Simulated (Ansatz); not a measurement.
# BiTe3: the cost of one run

Computed with Ansatz 0.2.0 (DFT PBE, scalar-relativistic, plane waves, PAW, unless a step's input says otherwise).

**1. The system as given**

It takes space group Pm-3m (No. 221, cubic). Conventional cell: a = 5.078 Å, b = 5.078 Å, c = 5.078 Å, α = 90.00°, β = 90.00°, γ = 90.00°. Bi (site symmetry m-3m) is surrounded by 12 Te at 3.59 Å. Te (site symmetry 4/mmm) has 4 Bi at 3.59 Å and 8 Te at 3.59 Å in its first shell of neighbours.

Coordinates:

```cif
data_structure
_symmetry_space_group_name_H-M 'P 1'
_symmetry_Int_Tables_number 1
_cell_length_a 5.0778
_cell_length_b 5.0778
_cell_length_c 5.0778
_cell_angle_alpha 90.000
_cell_angle_beta 90.000
_cell_angle_gamma 90.000
_cell_volume 130.92
loop_
_atom_site_label
_atom_site_type_symbol
_atom_site_fract_x
_atom_site_fract_y
_atom_site_fract_z
_atom_site_occupancy
Bi1 Bi 0.00000 0.00000 0.00000 1
Te1 Te 0.00000 0.50000 0.50000 1
Te2 Te 0.50000 0.00000 0.50000 1
Te3 Te 0.50000 0.50000 0.00000 1
```

A structure generator made this guess: species swapped into a database cell of AlFe3 (Pm-3m, No. 221), with Bi on the Al sites and Te on the Fe sites. Lengths come from tabulated atomic sizes and are only a guess.

**2. A first look at the guess**

Contents of input.yaml:

```yaml
crystal:
  lattice:
    - [5.07777028, 0.0, 0.0]
    - [0.0, 5.07777028, 0.0]
    - [0.0, 0.0, 5.07777028]
  atoms:
    - { symbol: Bi, position: [0.0, 0.0, 0.0] }
    - { symbol: Te, position: [0.0, 0.5, 0.5] }
    - { symbol: Te, position: [0.5, 0.0, 0.5] }
    - { symbol: Te, position: [0.5, 0.5, 0.0] }
basis:
  ecutwfc: 420
kpoints:
  mp_grid: { grid: [4, 4, 4] }
hamiltonian:
  xc: pbe
scf:
  occupations: { method: gaussian, width: 0.1 }
  lower_state_search: "off"
output:
  forces: true
  stress: true
  eigenvalues: true
```

The run is started by

```
$ ansatz run input.yaml --threads 1 --pin off --max-ram 2560MiB --backend cpu --events-out ev --progress --plain --runs-dir out
```

**Question.** How long does this run take on 1 thread of Intel Xeon at 2.50GHz (Skylake/Cascade Lake), shared host, and how much memory does it need?

About 5.8 s, with a peak of 0.4 GiB.
